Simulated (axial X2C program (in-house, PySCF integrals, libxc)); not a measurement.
# All-electron X2C curves of TeGe, part 2 of 2

Computed with an in-house X2C program for linear molecules on PySCF integrals; all-electron X2C, Te dyall-cv3z, Ge dyall-cv3z. Earlier steps stand in the parts before.

## Step 9: PBE0, 2c

State followed: Ω = 0 (closed shell). The scan is laid around 2.345 Å, a first estimate of the minimum, and this SCF restarts from the orbitals of the search.

Output at 2.345 Å:

```text
two-component X2C + atomic mean field  PBE0
basis functions 232  fitting functions 1245  grid points 5800
iter        total energy     max residual
   1      -8887.214310655     2.15e+00
   2      -8888.599867738     1.94e-02
   3      -8888.596596883     2.83e-02
   4      -8888.606049156     5.29e-03
   5      -8888.606517250     2.97e-03
   6      -8888.606869960     6.34e-04
   7      -8888.606885771     1.36e-04
   8      -8888.606886428     3.27e-05
   9      -8888.606886463     7.95e-06
  10      -8888.606886465     1.37e-06
converged
one-electron -12985.32119273  Coulomb 3983.16094998  exact exchange -63.28782700  xc functional -193.89432411  nuclear repulsion 375.50144093  atomic mean-field constant -4.76593353
```

Along the bond, energies from the lowest point:

| R (Å) | E (eV) | μ (D) | HOMO (eV) | LUMO (eV) | iterations |
| --- | --- | --- | --- | --- | --- |
| 2.040 | 1.2684 | 0.11 | -7.04 | -2.10 | 11 |
| 2.134 | 0.5245 | 0.50 | -7.12 | -2.29 | 11 |
| 2.204 | 0.2065 | 0.79 | -7.14 | -2.43 | 11 |
| 2.275 | 0.0432 | 1.08 | -6.98 | -2.56 | 11 |
| 2.345 | 0.0000 | 1.36 | -6.83 | -2.69 | 10 |
| 2.427 | 0.0640 | 1.69 | -6.67 | -2.84 | 11 |
| 2.509 | 0.2185 | 2.00 | -6.53 | -2.98 | 11 |
| 2.615 | 0.5079 | 2.38 | -6.36 | -3.15 | 12 |
| 2.744 | 0.9458 | 2.80 | -6.19 | -3.34 | 13 |
| 2.931 | 1.6518 | 3.32 | -5.97 | -3.57 | 14 |

Dipoles are positive if Ge is the positive end.

Outer spinors at the reference distance:

```
  ω  occupied  ε (eV)              atomic character     λ mixture
3/2       yes  -33.76                     100% Ge d  86% δ, 14% π
1/2       yes  -33.65                     100% Ge d  60% π, 40% σ
5/2       yes  -33.24                     100% Ge d        100% δ
3/2       yes  -33.13                     100% Ge d  86% π, 14% δ
1/2       yes  -33.10                     100% Ge d  60% σ, 40% π
1/2       yes  -17.49   61% Te s, 22% Ge s, 9% Ge p        100% σ
1/2       yes  -12.74  52% Ge s, 21% Te p, 19% Te s        100% σ
1/2       yes   -7.53   59% Te p, 30% Ge p, 7% Ge s  57% σ, 43% π
1/2       yes   -7.07   57% Te p, 34% Ge p, 4% Ge s  58% π, 42% σ
3/2       yes   -6.83   67% Te p, 28% Ge p, 4% Ge d        100% π
1/2        no   -2.69   69% Ge p, 20% Te p, 6% Te d        100% π
3/2        no   -2.50   64% Ge p, 25% Te p, 6% Te d        100% π
1/2        no    0.23  39% Ge p, 22% Te p, 14% Ge d        100% σ
1/2        no    2.01  44% Ge s, 21% Te s, 13% Te d        100% σ
```

PBE0 fields in the half plane through the axis: z from -2.4 to 4.5 Å across, distance from the axis 0.15 to 2.25 Å upwards; Te lies at z = 0 and Ge at z = 2.345 Å; the ELF is damped to zero where the density is low.

log10 density (e/bohr³). Ten even steps from ' ' (-4.25 ) to '@' (1.83 ):
```
      ....::::::::::::::::::::::::........      
    ....::::::----------::::::::::::::::......  
  ....::::----------------------------::::::....
....::::----==============----------------::::..
..::::----====++++++====================----::..
..::----====++++**++++++====++++++++====----::::
..::--====++**######**++++++++**##**++====----::
::::--====++**%%@@%%**++++++**%%@@##++++==----::
```

ELF. Ten even steps from '0' (0.00 ) to '9' (0.95 ):
```
000012334443321100100000
000134566655432122332100
001356777776543335665420
013577877777654456888752
024688755567754335799985
136787422236752112589997
146885368624731563279998
246873558543623727269998
```

Re = 2.340 Å, ωe = 330 cm⁻¹, ωexe = 0.543 cm⁻¹, Be = 0.06536 cm⁻¹, De = 4.10 eV, μ = 1.34 D.

## Step 10: HF, 2c

Output at 2.345 Å:

```text
two-component X2C + atomic mean field  HF
basis functions 232  fitting functions 1245  grid points 5800
iter        total energy     max residual
   1      -8884.576043369     2.66e-01
   2      -8884.613459197     7.63e-03
   3      -8884.614693320     4.75e-03
   4      -8884.614938945     1.18e-03
   5      -8884.615005388     4.47e-04
   6      -8884.615021441     2.08e-04
   7      -8884.615027002     9.42e-05
   8      -8884.615028406     4.11e-05
   9      -8884.615028608     1.88e-05
  10      -8884.615028671     1.45e-05
  11      -8884.615028717     8.05e-06
  12      -8884.615028733     4.65e-06
  13      -8884.615028736     3.03e-07
  14      -8884.615028736     1.82e-07
converged
one-electron -12984.20674999  Coulomb 3982.16390378  exact exchange -253.30768992  xc functional 0.00000000  nuclear repulsion 375.50144093  atomic mean-field constant -4.76593353
```

Re = 2.328 Å, ωe = 347 cm⁻¹, ωexe = 0.531 cm⁻¹, Be = 0.06604 cm⁻¹, De = 1.83 eV, μ = 1.94 D.

## Step 11: M06, 2c

Output at 2.345 Å:

```text
two-component X2C + atomic mean field  M06
basis functions 232  fitting functions 1245  grid points 5800
iter        total energy     max residual
   1      -8889.340697877     1.73e-01
   2      -8889.345007970     7.09e-03
   3      -8889.328650875     1.91e-02
   4      -8889.347816118     2.07e-03
   5      -8889.347822848     6.42e-04
   6      -8889.347848825     2.26e-04
   7      -8889.347850641     3.20e-05
   8      -8889.347850724     8.79e-06
   9      -8889.347850726     2.54e-06
converged
one-electron -12985.00345577  Coulomb 3982.86065222  exact exchange -68.35716104  xc functional -189.58339354  nuclear repulsion 375.50144093  atomic mean-field constant -4.76593353
```

Re = 2.359 Å, ωe = 322 cm⁻¹, ωexe = 0.563 cm⁻¹, Be = 0.06432 cm⁻¹, De = 4.22 eV, μ = 1.23 D.

## Step 12: MP2 and beyond, 2c

Correlated methods: 10 electrons correlated (frozen shells, counted by type: Te 4 s, 3 p, 2 d; Ge 3 s, 2 p, 1 d), 284 virtual spinors in MP2, 110 natural virtuals in coupled cluster.

Output of the correlated part at 2.345 Å:

```text
correlated 10  virtual 284  natural virtual 110  E(MP2) -0.219244248  MP2 remainder -0.004145343
iter   CCSD correlation   residual
   1     -0.221933009   1.60e-01
   2     -0.229576614   7.40e-02
   3     -0.232664297   3.21e-02
   4     -0.232787613   1.09e-02
   5     -0.232866727   4.46e-03
   6     -0.232865498   1.37e-03
   7     -0.232868828   3.89e-04
   8     -0.232872091   1.57e-04
   9     -0.232870594   7.49e-05
  10     -0.232871214   3.81e-05
  11     -0.232870698   1.59e-05
  12     -0.232870870   6.10e-06
  13     -0.232870878   2.06e-06
(T) -0.015715965  T1 0.0413  D1 0.0667  max T2 0.084
```

MP2: Re = 2.362 Å, ωe = 326 cm⁻¹, Be = 0.06416 cm⁻¹, De = 4.00 eV.

CCSD: Re = 2.355 Å, ωe = 330 cm⁻¹, ωexe = 0.549 cm⁻¹, Be = 0.06454 cm⁻¹, De = 3.60 eV. T1 at Re = 0.030 (Lee–Taylor, the printed value over √2).

CCSD(T): Re = 2.372 Å, ωe = 316 cm⁻¹, ωexe = 0.591 cm⁻¹, Be = 0.06359 cm⁻¹, De = 3.90 eV. T1 at Re = 0.031 (Lee–Taylor, the printed value over √2).

## Step 13: A higher determinant, 2c

State: Ω = 1 (excess of +ω over −ω: ω = -1/2, ω = 3/2).

Output at the reference distance:

```text
two-component X2C + atomic mean field  PBE0
basis functions 232  fitting functions 1245  grid points 5800
iter        total energy     max residual
   1      -8887.111861386     2.15e+00
   2      -8888.518930679     1.91e-02
   3      -8888.517401789     2.51e-02
   4      -8888.525684514     2.11e-03
   5      -8888.525790661     1.27e-03
   6      -8888.525812254     2.26e-04
   7      -8888.525813587     6.08e-05
   8      -8888.525813752     2.80e-05
   9      -8888.525813757     4.35e-06
  10      -8888.525813758     1.18e-06
converged
one-electron -12984.70631139  Coulomb 3982.65648687  exact exchange -63.30198655  xc functional -193.90951008  nuclear repulsion 375.50144093  atomic mean-field constant -4.76593353
```

| R (Å) | E above the lowest PBE0 point (eV) |
| --- | --- |
| 2.040 | 4.731 |
| 2.134 | 3.576 |
| 2.204 | 2.963 |
| 2.275 | 2.518 |
| 2.345 | 2.206 |
| 2.427 | 1.973 |
| 2.509 | 1.848 |
| 2.615 | 1.805 |
| 2.744 | 1.875 |

No constants are quoted: too few points lie around the minimum for a second fit to confirm the first.

## Step 14: The 2c curves together

Energy (eV) of the followed determinant, 2c, from each level's lowest point:

| R (Å) | PBE0 | HF | MP2 | CCSD | CCSD(T) | M06 |
| --- | --- | --- | --- | --- | --- | --- |
| 2.040 | 1.268 | 1.262 | 1.455 | n/a | n/a | 1.409 |
| 2.134 | 0.524 | 0.502 | 0.639 | 0.612 | 0.670 | 0.612 |
| 2.204 | 0.206 | 0.184 | 0.276 | 0.258 | 0.298 | 0.261 |
| 2.275 | 0.043 | 0.028 | 0.075 | 0.066 | 0.087 | 0.069 |
| 2.345 | 0.000 | 0.000 | 0.000 | 0.000 | 0.000 | 0.000 |
| 2.427 | 0.064 | 0.088 | 0.034 | 0.044 | 0.018 | 0.037 |
| 2.509 | 0.219 | 0.272 | 0.165 | 0.185 | 0.130 | 0.166 |
| 2.615 | 0.508 | 0.605 | 0.435 | 0.462 | 0.368 | 0.426 |
| 2.744 | 0.946 | 1.100 | 0.870 | n/a | n/a | 0.830 |
| 2.931 | 1.652 | 1.875 | 1.698 | n/a | n/a | 1.487 |

Time for the job: 2.9 min (1 thread of Arm Neoverse V2, shared host); peak memory 0.94 GiB.

## Step 15: Results

What follows sums up all 2 parts.

Lowest determinant that the search found at its distance, spin-free: M_S = 0, Λ = 0 (closed shell).

Lowest determinant that the search found at its distance, 2c: Ω = 0 (closed shell).

```
Hamiltonian    level  Re (Å)  ωe (cm⁻¹)  De (eV)  μ (D)
  spin-free     PBE0   2.336        333     4.34   1.38
  spin-free       HF   2.323        351     2.07   2.00
  spin-free      MP2   2.360        327     4.28    n/a
  spin-free     CCSD   2.351        333     3.89    n/a
  spin-free  CCSD(T)   2.369        317     4.19    n/a
  spin-free      M06   2.355        325     4.54   1.27
         2c     PBE0   2.340        330     4.10   1.34
         2c       HF   2.328        347     1.83   1.94
         2c      MP2   2.362        326     4.00    n/a
         2c     CCSD   2.355        330     3.60    n/a
         2c  CCSD(T)   2.372        316     3.90    n/a
         2c      M06   2.359        322     4.22   1.23
```

Dipoles are positive if Ge is the positive end.

Measured (Huber and Herzberg, Constants of Diatomic Molecules, 1979): Re = 2.340165 Å, ωe = 323.9 cm⁻¹.

Differences from the measured constants (2c results):

| level | Re (mÅ) | ωe (%) |
| --- | --- | --- |
| PBE0 | 0 | +1.8 |
| HF | -12 | +7.2 |
| MP2 | +21 | +0.6 |
| CCSD | +14 | +1.7 |
| CCSD(T) | +32 | -2.5 |
| M06 | +18 | -0.6 |

Time per point (s) on 1 thread of Arm Neoverse V2, shared host (2c runs; CCSD comes with the CCSD(T) run); the times are rough: PBE0 0.78, HF 0.67, MP2 0.92, CCSD(T) 6, M06 1.2.

The cheapest levels within 12 mÅ and 2.5 % of the measured constants: PBE0 (0.78 s). The dearest run takes 6 s.

In words: Judged by the measured constants: best bond length PBE0 (0 mÅ), worst CCSD(T) (+32 mÅ); best wavenumber MP2 and M06 (0.6 % off), worst HF (+7.2 %). Hartree–Fock falls on the short and stiff side, its usual fault. At CCSD(T), going from spin-free to two-component changes Re by +3 mÅ, ωe by -0.5 %, which is small (part of it comes from the scalar share of the two-electron terms). De moves by -0.29 eV; both De rest on single-determinant atoms, which can miss part of an open shell's spin–orbit lowering.

De refers to Te + Ge, each in the lowest determinant found, which need not be this curve's own limit. Each curve is one determinant whose occupation by symmetry is held fixed; it was picked as the lowest of a PBE0 search that is not exhaustive. The closed shell is kept restricted; where the fragments are open shells, the energy then runs too high at long range. Dissociation energies refer to the lowest single-determinant-based atoms at the same level and basis. CCSD and (T) use frozen natural virtuals with an MP2 correction for the truncation. The meta-GGAs lack a current-density term, which matters for open shells with orbital currents, atoms included. With the outer-core shells frozen, correlated bond lengths of heavy atoms tend to come out a few hundredths of an ångström too long. T1 at Re is 0.031 (Lee–Taylor), above the customary mark of 0.02.
